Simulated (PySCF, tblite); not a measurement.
# C₄H₉BNO₂ radical: geometry, infrared bands and EPR parameters

What infrared bands and EPR parameters should C₄H₉BNO₂ radical (`[CH2][C@H](/C=N/C)B(O)O`) show?

The runs use tblite 0.8.0 and PySCF 2.14.0, with density-fitted response routines of our own; the level of theory stands in each step. All values are computed, except where a source is named. Atoms count from 0, in the outputs and in this text.

## (1) The starting structure

17 atoms, charge 0, multiplicity 2; geometry from: force field or distance geometry start.

Bonds of the start (Å): C0–C1 1.50, C1–C2 1.51, C2–N3 1.26, N3–C4 1.41, C1–B5 1.56, B5–O6 1.44, B5–O7 1.48, C0–H8 1.10, C0–H9 1.09, C1–H10 1.11, C2–H11 1.09, C4–H12 1.12, C4–H13 1.09, C4–H14 1.11, O6–H15 0.99, O7–H16 1.00.

## (2) Geometry optimisation with GFN2-xTB

What the job is given:

```
{"job": {"kind": "relax", "xc": "GFN2-xTB", "basis": "xTB"}, "charge": 0, "multiplicity": 2}
C     -1.118300    -1.625000     0.033900
C     -0.812400    -0.161200    -0.013800
C      0.599700     0.026700     0.474500
N      1.551700    -0.319700    -0.267700
C      2.925900    -0.213300     0.050000
B     -1.839600     0.744100     0.741200
O     -3.244200     0.475700     0.595300
O     -1.370600     2.011100     1.347500
H     -1.906400    -1.912900     0.744500
H     -0.270600    -2.303400     0.077100
H     -0.800400     0.132400    -1.088700
H      0.780700     0.477900     1.448100
H      3.407500     0.302400    -0.820400
H      3.173800     0.371000     0.941200
H      3.356100    -1.236100     0.069900
H     -3.547400     0.748900    -0.308700
H     -0.892600     2.493400     0.615800
```

Launch:

```bash
$ OMP_NUM_THREADS=1 python probes_run.py task.json out
```

This one command runs all jobs of the session in turn.

**Question.** This job is followed by: GFN2-xTB harmonic vibrations, gas phase; UKS B3LYP, pcH-1 on B C H N O, non-relativistic, mean-field spin-orbit, GIAO. What will the session give for the following? strongest single infrared mode (GFN2-xTB); zero-point energy (GFN2-xTB); g(iso) (B3LYP); ⟨S²⟩; largest a(iso) (averaged by class); potential on the surface of density 0.002 e/bohr³, 1st and 99th percentile.

The runs gave:

| quantity | value |
| --- | --- |
| strongest single infrared mode (GFN2-xTB) | 1182 cm⁻¹, 450 km/mol |
| zero-point energy (GFN2-xTB) | 81.3 kcal/mol |
| g(iso) (B3LYP) | 2.00276 |
| ⟨S²⟩ | 0.754 (exact 0.75) |
| largest a(iso) (averaged by class) | 13C on C0, 86.6 MHz |
| potential on the surface of density 0.002 e/bohr³, 1st and 99th percentile | -1.80 V and 1.97 V |

Over 169 steps the energy fell by 1.889 eV; of the close pairs, B5–O7 changed most, 1.481 to 1.326 Å. All 45 modes are real, so the xTB geometry is a minimum. The strongest single mode, at 1182 cm⁻¹, is spread over several atoms, B5, H16, O7, O6 among them. GFN2-xTB is a fitted tight-binding method: band positions and strengths are rough. Its intensities can rank the bands wrongly. C0 carries the largest spin population, 1.03 e. The isotropic g lies 0.4 ppt above the free-electron value. The conformer search (at its own cheap level) found a structure 16.2 kcal/mol lower, too far down for a turn about a bond: it may have other bonds, so these spectra needn't be the molecule's.
